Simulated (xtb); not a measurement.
# AlB2NH3ClO (SMILES ClB1[NH][AlH][BH]O1): levels of theory compared

Wanted: a comparison of 3 runs (GFN-FF, GFN2-xTB, GFN0-xTB) of AlB2NH3ClO. 

The results are computed with xtb 6.7.1.

2 further runs of the same task are left out: 2 set aside as unsound or not needed.

**1. The system as given**

AlB2NH3ClO has 9 atoms, charge 0, and is taken as a singlet. As SMILES, `ClB1[NH][AlH][BH]O1`. The shape was relaxed beforehand at GFN2-xTB.

Bond lengths: Cl1–B2 1.732 Å, B2–N3 1.408 Å, N3–Al4 1.845 Å, Al4–B5 2.097 Å, B2–O6 1.384 Å, B5–O6 1.339 Å, N3–H7 1.012 Å, Al4–H8 1.535 Å, B5–H9 1.180 Å. Some angles: Cl1–B2–N3 124.0°, Cl1–B2–O6 117.0°, N3–B2–O6 118.9°, B2–N3–Al4 106.6°, N3–Al4–B5 91.1°, Al4–B5–O6 99.3°, B2–O6–B5 124.1°, B2–N3–H7 118.1°, Al4–N3–H7 135.3°, N3–Al4–H8 115.9°.

**2. Energy and gradient at GFN-FF (run 1)**

start.xyz reads:

```xyz
9

Cl     0.30966000     0.69991000     2.78773000
B      0.11773000     0.30430000     1.11237000
N      0.76952000    -0.77016000     0.47633000
Al     0.20578000    -0.76400000    -1.28019000
B     -0.99506000     0.91892000    -0.92941000
O     -0.73743000     1.10189000     0.37180000
H      1.39327000    -1.34408000     1.02909000
H      0.77103000    -1.88092000    -2.16903000
H     -1.74592000     1.68784000    -1.41579000
```

Run with:

```sh
$ xtb --gfnff --grad -- start.xyz | tee out.txt
```

Output:

```text
* xtb version 6.7.1
[...]
         ::                     SUMMARY                     ::
         :::::::::::::::::::::::::::::::::::::::::::::::::::::
         :: total energy              -0.945335120636 Eh    ::
         :: gradient norm              0.049553117881 Eh/a0 ::
         ::.................................................::
         :: bond energy               -0.930504148417 Eh    ::
         :: angle energy               0.004362277868 Eh    ::
         :: torsion energy             0.000423579346 Eh    ::
         :: repulsion energy           0.046879919413 Eh    ::
         :: electrostat energy        -0.063113319474 Eh    ::
         :: dispersion energy         -0.004476827547 Eh    ::
         :: HB energy                 -0.000000001990 Eh    ::
         :: XB energy                  0.000000000000 Eh    ::
         :: bonded atm energy          0.001093400165 Eh    ::
         :: external energy            0.000000000000 Eh    ::
         :: add. restraining           0.000000000000 Eh    ::
         :: total charge              -0.000000000000 e     ::
[...]
molecular dipole:
                 x           y           z       tot (Debye)
 q only:        0.172      -0.702      -1.219       3.603
           -------------------------------------------------
          | TOTAL ENERGY               -0.945335120636 Eh   |
          | GRADIENT NORM               0.049553117881 Eh/α |
           -------------------------------------------------
########################################################################
[WARNING] Runtime exception occurred
-1- gfnff_setup: Could not read topology file.
########################################################################
[...]
```

Standard error:

```text
normal termination of xtb
```

It took 0.017 s on 1 thread of Intel Xeon 6975P-C (Granite Rapids), shared host.

**3. The energy at GFN2-xTB (run 2)**

.CHRG reads:

```
0
```

.UHF reads:

```
0
```

in.coord reads:

```
$coord angs
     0.3096600     0.6999100     2.7877300  Cl
     0.1177300     0.3043000     1.1123700  B
     0.7695200    -0.7701600     0.4763300  N
     0.2057800    -0.7640000    -1.2801900  Al
    -0.9950600     0.9189200    -0.9294100  B
    -0.7374300     1.1018900     0.3718000  O
     1.3932700    -1.3440800     1.0290900  H
     0.7710300    -1.8809200    -2.1690300  H
    -1.7459200     1.6878400    -1.4157900  H
$end
```

Run with:

```sh
$ xtb in.coord --scc --iterations 50 --acc 0.01 --json --dipole > out.txt
```

Output, cut to the lines that bear on the results:

```text
* xtb version 6.7.1
[...]
          :  # basis functions                  39          :
[...]
          :  # electrons                        30          :
[...]
          :  Hamiltonian                  GFN2-xTB          :
[...]
          :  net charge                          0          :
          :  unpaired electrons                  0          :
[...]
   *** convergence criteria satisfied after 22 iterations ***
[...]
         ::                     SUMMARY                     ::
         :::::::::::::::::::::::::::::::::::::::::::::::::::::
         :: total energy             -16.735384742261 Eh    ::
         :: gradient norm              0.000667241009 Eh/a0 ::
         :: HOMO-LUMO gap              2.347207674805 eV    ::
         ::.................................................::
         :: SCC energy               -16.839349752377 Eh    ::
         :: -> isotropic ES            0.100348883950 Eh    ::
         :: -> anisotropic ES          0.002903477044 Eh    ::
         :: -> anisotropic XC         -0.006592025444 Eh    ::
         :: -> dispersion             -0.005929781758 Eh    ::
         :: repulsion energy           0.103965010116 Eh    ::
         :: add. restraining           0.000000000000 Eh    ::
         :: total charge              -0.000000000000 e     ::
         :::::::::::::::::::::::::::::::::::::::::::::::::::::
[...]
        15        2.0000           -0.3690100             -10.0413 (HOMO)
        16                         -0.2827517              -7.6941 (LUMO)
[...]
molecular dipole:
                 x           y           z       tot (Debye)
 q only:       -0.132      -0.241      -1.092
   full:       -0.168      -0.074      -0.795       2.074
molecular quadrupole (traceless):
[...]
          | TOTAL ENERGY              -16.735384742261 Eh   |
          | GRADIENT NORM               0.000667241009 Eh/α |
          | HOMO-LUMO GAP               2.347207674805 eV   |
           -------------------------------------------------
[...]
```

Standard error:

```text
normal termination of xtb
```

Wall time 0.029 s (1 thread of Intel Xeon 6975P-C (Granite Rapids), shared host).

**4. Energy and gradient at GFN0-xTB (run 3)**

coord reads:

```
$coord
      0.585172591752      1.322638211887      5.268046209403  cl
      0.222477456652      0.575043659724      2.102074649250  b
      1.454182047422     -1.455391472142      0.900133244943  n
      0.388867841925     -1.443750759214     -2.419208487485  al
     -1.880390877570      1.736507130441     -1.756330357488  b
     -1.393540736083      2.082270319464      0.702600173136  o
      2.632898717657     -2.539943089587      1.944698257591  h
      1.457035533870     -3.554423662331     -4.098872656097  h
     -3.299310635507      3.189555342188     -2.675455349984  h
$end
```

Run with:

```sh
$ xtb coord --gfn 0 -c 0 --grad > out.txt 2> xtb.err
```

Output, cut to the lines that bear on the results:

```text
* xtb version 6.7.1
[...]
          :  # basis functions                  42          :
[...]
          :  # electrons                        30          :
[...]
 Zeroth order Hamiltonian       ...        0 min,  0.000 sec ( 10.490%)
[...]
         ::                     SUMMARY                     ::
         :::::::::::::::::::::::::::::::::::::::::::::::::::::
         :: total energy             -16.199569544252 Eh    ::
         :: gradient norm              0.081835914284 Eh/a0 ::
         :: HOMO-LUMO gap              2.934167502812 eV    ::
         ::.................................................::
         :: H0 energy                -16.200027339103 Eh    ::
         :: repulsion energy           0.117783910374 Eh    ::
         :: electrostat energy        -0.089505426603 Eh    ::
         :: -> Gsolv                   0.000000000000 Eh    ::
         ::    -> Gsasa                0.000000000000 Eh    ::
         ::    -> Gshift               0.000000000000 Eh    ::
         :: dispersion energy         -0.002670294129 Eh    ::
         :: short-range corr.         -0.025150394791 Eh    ::
         :: add. restraining           0.000000000000 Eh    ::
         :: total charge              -0.000000000000 e     ::
         :::::::::::::::::::::::::::::::::::::::::::::::::::::
[...]
        15        2.0000           -0.3755271             -10.2186 (HOMO)
        16                         -0.2676984              -7.2844 (LUMO)
[...]
          | TOTAL ENERGY              -16.199569544252 Eh   |
          | GRADIENT NORM               0.081835914284 Eh/α |
          | HOMO-LUMO GAP               2.934167502812 eV   |
           -------------------------------------------------
[...]
```

Standard error:

```text
normal termination of xtb
```

It took 0.025 s on 1 thread of Intel Xeon 6975P-C (Granite Rapids), shared host.

**5. The series**

```
run     level      task  iteration cap  energy (Eh)  dipole moment (D)  dispersion energy (kJ/mol)  largest force (eV/Å)  wall time
  1    GFN-FF  gradient              –    -0.945335               3.60                      -11.75                 1.408    0.017 s
  2  GFN2-xTB    energy             50   -16.735385               2.07                      -15.57                     –    0.029 s
  3  GFN0-xTB  gradient              –   -16.199570               2.42                       -7.01                 2.645    0.025 s
```

**6. What came out**

| quantity | value |
| --- | --- |
| run 3: total energy | -16.19957 Eh |
| run 3: dipole moment | 2.42 D |
| run 3: HOMO energy | -10.22 eV |
| run 3: LUMO energy | -7.28 eV |
| run 3: HOMO–LUMO gap | 2.93 eV |
| run 3: dispersion energy | -7.01 kJ/mol |
| run 3: largest force on an atom | 2.645 eV/Å |
| run 3: mean polarisability (D4 model) | 78.1 bohr³ |

In words: The dipole moment (its size) runs from 2.07 D (GFN2-xTB) to 3.60 D (GFN-FF). Force-field and semi-empirical energies have zeros of their own, so their totals don't compare. All runs together took 0.071 s, the longest 0.029 s.
